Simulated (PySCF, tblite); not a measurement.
# C₅H₅ClFNO₂: geometry, infrared bands and NMR shifts

What infrared bands and NMR shifts should C₅H₅ClFNO₂ (`CCOc1oc(Cl)nc1F`) show?

Programs: tblite 0.8.0 and PySCF 2.14.0, with density-fitted response routines of our own. Each step states its level of theory. These are calculated values for one molecule in the gas phase, unless marked as measured. Atoms are numbered from 0 throughout.

## 1. Starting geometry

15 atoms, charge 0, multiplicity 1; geometry from: force field or distance geometry start.

Bonds of the start (Å): C0–C1 1.50, C1–O2 1.42, O2–C3 1.39, C3–O4 1.31, O4–C5 1.33, C5–Cl6 1.78, C5–N7 1.34, N7–C8 1.36, C8–F9 1.36, C8–C3 1.40, C0–H10 1.11, C0–H11 1.11, C0–H12 1.12, C1–H13 1.10, C1–H14 1.14.

## 2. Geometry optimisation with GFN2-xTB

What the job is given:

```
{"job": {"kind": "relax", "xc": "GFN2-xTB", "basis": "xTB"}, "charge": 0, "multiplicity": 1}
C     -1.961400     0.711900    -0.324000
C     -1.601900    -0.665000     0.153100
O     -0.447500    -1.199300    -0.482300
C      0.751100    -0.508600    -0.397600
O      1.032300     0.599500     0.248600
C      2.317700     0.868500     0.052000
Cl     3.136000     2.292500     0.726300
N      2.862100    -0.098400    -0.704600
C      1.907300    -1.009400    -1.016500
F      2.008900    -2.139300    -1.761200
H     -1.484700     0.914700    -1.303300
H     -1.620300     1.447700     0.428500
H     -3.081700     0.752700    -0.387800
H     -2.475700    -1.312600    -0.021000
H     -1.346700    -0.647000     1.262200
```

The run is started by

```sh
$ OMP_NUM_THREADS=1 python probes_run.py task.json out
```

One launch serves the whole session: the jobs run in the order shown.

**Question.** This job is followed by: GFN2-xTB harmonic vibrations, gas phase; GIAO PBE0/pcSseg-1 NMR shielding, non-relativistic, gas phase. Predict these results of the whole session: strongest single infrared mode (GFN2-xTB); zero-point energy (GFN2-xTB); 13C shifts against TMS (PBE0/pcSseg-1); 1H shifts against TMS (PBE0/pcSseg-1, means over atoms taken as alike); 17O shifts against H2O (PBE0/pcSseg-1); 35Cl shifts against HCl (PBE0/pcSseg-1); 15N shifts against NH3 (PBE0/pcSseg-1); 19F shifts against CFCl3 (PBE0/pcSseg-1).

The runs gave:

| quantity | value |
| --- | --- |
| strongest single infrared mode (GFN2-xTB) | 1646 cm⁻¹, 371 km/mol |
| zero-point energy (GFN2-xTB) | 62.1 kcal/mol |
| 13C shifts against TMS (PBE0/pcSseg-1) | 148.0, 143.4, 134.4, 68.2, 17.3 ppm |
| 1H shifts against TMS (PBE0/pcSseg-1, means over atoms taken as alike) | 4.47, 1.46 ppm |
| 17O shifts against H2O (PBE0/pcSseg-1) | 307.8, 108.1 ppm |
| 35Cl shifts against HCl (PBE0/pcSseg-1) | 220 ppm |
| 15N shifts against NH3 (PBE0/pcSseg-1) | 292.5 ppm |
| 19F shifts against CFCl3 (PBE0/pcSseg-1) | -168.2 ppm |

Relaxing lowered the energy by 0.844 eV in 88 steps; the close pair that moved most is C5–Cl6, from 1.775 to 1.674 Å. No mode is imaginary among the 39: a minimum at this level. The strongest single mode, at 1646 cm⁻¹, moves mainly C3 and C8. GFN2-xTB is a fitted tight-binding method: band positions and strengths are rough. Its intensities can rank the bands wrongly. The most deshielded hydrogen is H13, H14 (mean) (hydrogen on an sp3 CH2 bonded to O), at 4.47 ppm: its carbon carries O, an electronegative neighbour. At PBE0/pcSseg-1: The largest span, 540 ppm, is at Cl6, where the paramagnetic term is -414 ppm. NICS(1)zz of -19 ppm above the planar ring from C3 marks a diatropic (aromatic) ring current.
